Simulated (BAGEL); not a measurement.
# C2H3BClF (SMILES FB/C=C\Cl) at RI-MP2/6-31G(d) (density fitting with qzvpp-jkfit, spherical functions)

Aim: the energy change on altering one bond length of C2H3BClF at RI-MP2/6-31G* (density fitting with qzvpp-jkfit, spherical functions), from 2 runs. 

The results are computed with BAGEL 1.2.2.

30 further runs of the same task are left out: 30 set aside as unsound or not needed.

### 1 The molecule

C2H3BClF has 8 atoms, charge 0, and is taken as a singlet. SMILES: `FB/C=C\Cl`. The shape is that of a GFN2-xTB optimisation. This is one conformer, not always the lowest.

Bond lengths: F1–B2 1.316 Å, B2–C3 1.551 Å, C3–C4 1.338 Å, C4–Cl5 1.705 Å, B2–H6 1.174 Å, C3–H7 1.083 Å, C4–H8 1.082 Å. Angles: F1–B2–C3 120.9°, B2–C3–C4 128.0°, C3–C4–Cl5 124.8°, F1–B2–H6 116.3°, C3–B2–H6 122.7°, B2–C3–H7 117.3°, C4–C3–H7 114.6°, C3–C4–H8 122.7°, Cl5–C4–H8 112.5°.

### 2 A single-point energy at RI-MP2/6-31G(d) (density fitting with qzvpp-jkfit, spherical functions)

Input file calc.json:

```json
{ "bagel" : [

{
  "title" : "molecule",
  "basis" : "6-31gs.json",
  "df_basis" : "qzvpp-jkfit",
  "angstrom" : true,
  "geometry" : [
    { "atom" : "F", "xyz" : [      -1.338680,       1.388340,       0.634130 ] },
    { "atom" : "B", "xyz" : [      -0.771580,       0.278440,       1.057900 ] },
    { "atom" : "C", "xyz" : [       0.258870,      -0.476180,       0.178330 ] },
    { "atom" : "C", "xyz" : [       0.680350,      -0.160500,      -1.051190 ] },
    { "atom" : "Cl", "xyz" : [       0.150760,       1.191890,      -1.944190 ] },
    { "atom" : "H", "xyz" : [      -1.089120,      -0.094230,       2.124940 ] },
    { "atom" : "H", "xyz" : [       0.702360,      -1.373690,       0.591040 ] },
    { "atom" : "H", "xyz" : [       1.407050,      -0.754060,      -1.590970 ] }
  ]
},

{ "title" : "hf" },

{ "title" : "mp2", "ncore" : 9 }

]}
```

The basis set 6-31G* is read from a file made from the Basis Set Exchange's data (not shown).

The run is started by

```bash
$ BAGEL_NUM_THREADS=1 BAGEL calc.json > calc.out
```

Output:

```text
* using 1 threads per process

  ===============================================================
  ===============================================================

  *** Geometry ***

  { "atom" : "F", "xyz" : [     -2.529739,      2.623582,      1.198332 ] },
  { "atom" : "B", "xyz" : [     -1.458075,      0.526175,      1.999141 ] },
  { "atom" : "C", "xyz" : [      0.489193,     -0.899850,      0.336995 ] },
  { "atom" : "C", "xyz" : [      1.285675,     -0.303301,     -1.986461 ] },
  { "atom" : "Cl", "xyz" : [      0.284895,      2.252346,     -3.673987 ] },
  { "atom" : "H", "xyz" : [     -2.058139,     -0.178069,      4.015555 ] },
  { "atom" : "H", "xyz" : [      1.327268,     -2.595898,      1.116904 ] },
  { "atom" : "H", "xyz" : [      2.658939,     -1.424967,     -3.006498 ] },

  Number of auxiliary basis functions:      484

  Since a DF basis is specified, we compute 2- and 3-index integrals:
    o Being stored without compression. Storage requirement is 0.025 GB

  Number of basis functions:       80
  Number of electrons      :       46

    * METHOD: MOLECULE                             0.24

  *** RHF ***

  === Nuclear Repulsion ===
   190.9317196402

      * DIIS with orbital gradients will be used.

  === RHF iteration (6-31gs.json) ===
      0       -660.96187512          0.01693781           0.06
      1       -661.07559641          0.00947554           0.06
      2       -661.11258381          0.00166127           0.06
      3       -661.11450673          0.00035806           0.06
      4       -661.11461213          0.00013463           0.06
      5       -661.11463702          0.00004131           0.06
      6       -661.11463990          0.00002012           0.06
      7       -661.11464029          0.00000575           0.06
      8       -661.11464033          0.00000213           0.06
      9       -661.11464033          0.00000080           0.06
     10       -661.11464033          0.00000030           0.06
     11       -661.11464033          0.00000012           0.06
     12       -661.11464033          0.00000004           0.06
     13       -661.11464033          0.00000002           0.06
     14       -661.11464033          0.00000001           0.06
    * SCF iteration converged.

    * Permanent dipole moment:
           (   -0.516656,     0.784687,    -0.106245) a.u.

    * METHOD: HF                                   1.06

  *** RHF ***

  === Nuclear Repulsion ===
   190.9317196402

      * DIIS with orbital gradients will be used.

  === RHF iteration (6-31gs.json) ===
      0       -661.11464033          0.00000000           0.06
    * SCF iteration converged.

    * Permanent dipole moment:
           (   -0.516657,     0.784687,    -0.106245) a.u.

  === DF-MP2 calculation ===

    * freezing 9 orbitals
    * 3-index integral transformation done
    * assembly done

      MP2 correlation energy:   -0.6184795874      0.04

      MP2 total energy:       -661.7331199180

    * METHOD: MP2                                  0.18

  ===============================================================
```

It took 1.6 s on 1 thread of Arm Neoverse V1, shared host; peak memory 0.11 GiB.

### 3 The distorted shape

Input file input.json:

```json
{ "bagel": [

{
  "title": "molecule",
  "basis": "6-31gs.json",
  "df_basis": "qzvpp-jkfit",
  "angstrom": true,
  "geometry": [
    { "atom": "F", "xyz": [   -1.179912,    1.574672,    0.100618 ] },
    { "atom": "B", "xyz": [   -0.612812,    0.464772,    0.524388 ] },
    { "atom": "C", "xyz": [    0.417638,   -0.289848,   -0.355182 ] },
    { "atom": "C", "xyz": [    0.839118,    0.025832,   -1.584702 ] },
    { "atom": "Cl", "xyz": [    0.309528,    1.378222,   -2.477702 ] },
    { "atom": "H", "xyz": [   -1.089120,   -0.094230,    2.124940 ] },
    { "atom": "H", "xyz": [    0.861128,   -1.187358,    0.057528 ] },
    { "atom": "H", "xyz": [    1.565818,   -0.567728,   -2.124482 ] }
  ]
},
{
  "title": "hf"
},
{
  "title": "mp2",
  "ncore": 9
}

]}
```

The basis set 6-31G* is read from a file made from the Basis Set Exchange's data (not shown).

The run is started by

```bash
$ BAGEL_NUM_THREADS=1 BAGEL input.json > input.out
```

Output:

```text
* using 1 threads per process

  ===============================================================
  ===============================================================

  *** Geometry ***

  { "atom" : "F", "xyz" : [     -2.229711,      2.975699,      0.190140 ] },
  { "atom" : "B", "xyz" : [     -1.158047,      0.878292,      0.990950 ] },
  { "atom" : "C", "xyz" : [      0.789221,     -0.547733,     -0.671197 ] },
  { "atom" : "C", "xyz" : [      1.585703,      0.048815,     -2.994653 ] },
  { "atom" : "Cl", "xyz" : [      0.584923,      2.604462,     -4.682178 ] },
  { "atom" : "H", "xyz" : [     -2.058139,     -0.178069,      4.015555 ] },
  { "atom" : "H", "xyz" : [      1.627296,     -2.243781,      0.108712 ] },
  { "atom" : "H", "xyz" : [      2.958967,     -1.072850,     -4.014689 ] },

  Number of auxiliary basis functions:      484

  Since a DF basis is specified, we compute 2- and 3-index integrals:
    o Being stored without compression. Storage requirement is 0.025 GB

  Number of basis functions:       80
  Number of electrons      :       46

    * METHOD: MOLECULE                             0.24

  *** RHF ***

  === Nuclear Repulsion ===
   189.1277282605

      * DIIS with orbital gradients will be used.

  === RHF iteration (6-31gs.json) ===
      0       -660.89102305          0.01679848           0.06
      1       -661.00315797          0.00967509           0.06
      2       -661.04186822          0.00169905           0.06
      3       -661.04397320          0.00034339           0.06
      4       -661.04407140          0.00013178           0.06
      5       -661.04409113          0.00003968           0.06
      6       -661.04409364          0.00002401           0.06
      7       -661.04409416          0.00000626           0.06
      8       -661.04409421          0.00000211           0.06
      9       -661.04409421          0.00000089           0.06
     10       -661.04409421          0.00000035           0.06
     11       -661.04409421          0.00000014           0.06
     12       -661.04409421          0.00000005           0.06
     13       -661.04409421          0.00000002           0.06
     14       -661.04409421          0.00000001           0.06
    * SCF iteration converged.

    * Permanent dipole moment:
           (   -0.683084,     0.644584,     0.383297) a.u.

    * METHOD: HF                                   1.05

  *** RHF ***

  === Nuclear Repulsion ===
   189.1277282605

      * DIIS with orbital gradients will be used.

  === RHF iteration (6-31gs.json) ===
      0       -661.04409421          0.00000000           0.06
    * SCF iteration converged.

    * Permanent dipole moment:
           (   -0.683084,     0.644584,     0.383297) a.u.

  === DF-MP2 calculation ===

    * freezing 9 orbitals
    * 3-index integral transformation done
    * assembly done

      MP2 correlation energy:   -0.6244038149      0.04

      MP2 total energy:       -661.6684980263

    * METHOD: MP2                                  0.17

  ===============================================================
```

Wall time 1.6 s (1 thread of Arm Neoverse V1, shared host); peak memory 0.11 GiB.

### 4 What came out

At RI-MP2/6-31G* (density fitting with qzvpp-jkfit, spherical functions), 9 core orbitals frozen:

| quantity | value |
| --- | --- |
| first shape: total energy | -661.73312 Eh |
| first shape: correlation energy (9 core orbitals frozen) | -618.5 mEh |
| distorted shape: total energy | -661.66850 Eh |
| distorted shape: correlation energy (9 core orbitals frozen) | -624.4 mEh |
| energy change with the B2–H6 bond stretched from 1.174 to 1.761 Å | 1.758 eV |

With the B2–H6 bond stretched from 1.174 to 1.761 Å the energy rises by 1.76 eV (41 kcal/mol). The first shape isn't relaxed at this level, so the change isn't measured from a minimum.
